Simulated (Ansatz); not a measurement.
**CH₄BFS: small, medium and large basis sets**

Aim: see how fast density functionals converge with the basis set for CH₄BFS.

Program: Ansatz 0.2.0, Gaussian basis. Level of theory: one geometry, several basis sets. These are calculated values, not measurements.

Levels to be run: PBE0-D4/def2-SVP; ωB97M-V/def2-SVP; PBE0-D4/def2-QZVPP; ωB97M-V/def2-QZVPP; the functionals' def2-TZVPP values are taken from earlier runs.

### 1 The geometry

The geometry comes from an earlier relaxation with PBE0-D4 in a triple-zeta def2 set; it is a stationary point, not always the lowest conformer.

8 atoms, charge 0, spin multiplicity 1.

Atoms are counted from 1 here; the program's logs count them from 0.

Bond lengths: B1–C2 1.544 Å, B1–S4 2.067 Å, B1–H5 1.194 Å, B1–H6 1.194 Å, C2–F3 1.351 Å, C2–S4 1.894 Å, C2–H7 1.088 Å, S4–H8 1.343 Å. Angles: C2–B1–S4 61.2°, C2–B1–H5 118.8°, C2–B1–H6 117.5°, S4–B1–H5 110.3°, S4–B1–H6 106.1°, H5–B1–H6 122.4°, B1–C2–F3 121.9°, B1–C2–S4 73.1°, B1–C2–H7 124.1°, F3–C2–S4 110.2°, F3–C2–H7 110.0°, S4–C2–H7 108.5°, B1–S4–C2 45.6°, B1–S4–H8 100.0°, C2–S4–H8 96.0°.

### 2 PBE0-D4 in def2-SVP

in.yaml reads:

```yaml
crystal:
  periodic: [false, false, false]
  atoms:
    - {symbol: B, position_ang: [-0.410112, 0.835169, -0.209236]}
    - {symbol: C, position_ang: [0.795941, -0.092842, 0.053372]}
    - {symbol: F, position_ang: [1.685921, 0.155823, 1.039407]}
    - {symbol: S, position_ang: [-0.731688, -0.964604, 0.755423]}
    - {symbol: H, position_ang: [-0.921590, 0.823206, -1.287569]}
    - {symbol: H, position_ang: [-0.635627, 1.686946, 0.596866]}
    - {symbol: H, position_ang: [1.244944, -0.736579, -0.699927]}
    - {symbol: H, position_ang: [-0.935690, -1.764219, -0.304235]}
basis:
  gaussian: {orbitals: def2-SVP}
hamiltonian: {xc: pbe0, dispersion: d4}
output: {orbitals: {seedname: orbitals}}
```

Command:

```bash
$ ansatz run in.yaml --threads 2 --pin off --events-out ev --progress --plain --max-ram 4352MiB
```

Further steps of the session: ωB97M-V in def2-SVP; PBE0-D4 in def2-QZVPP; ωB97M-V in def2-QZVPP.

**Question.** What will the summary of the whole plan be? Wanted: PBE0-D4: double and triple zeta above quadruple; ωB97M-V: double and triple zeta above quadruple.

The runs gave:

| quantity | value |
| --- | --- |
| PBE0-D4: double and triple zeta above quadruple | 9.69, 0.57 eV |
| ωB97M-V: double and triple zeta above quadruple | 9.82, 0.54 eV |

**Reading.** For PBE0-D4 the step from double to triple zeta gains 9.11 eV and the next only 0.57 eV. Total energies overstate the basis error of differences, where much of it tends to cancel. The LUMO of ωB97M-V is positive and keeps falling with the basis (1.89 to 1.04 eV): an unbound level that the basis holds in place.
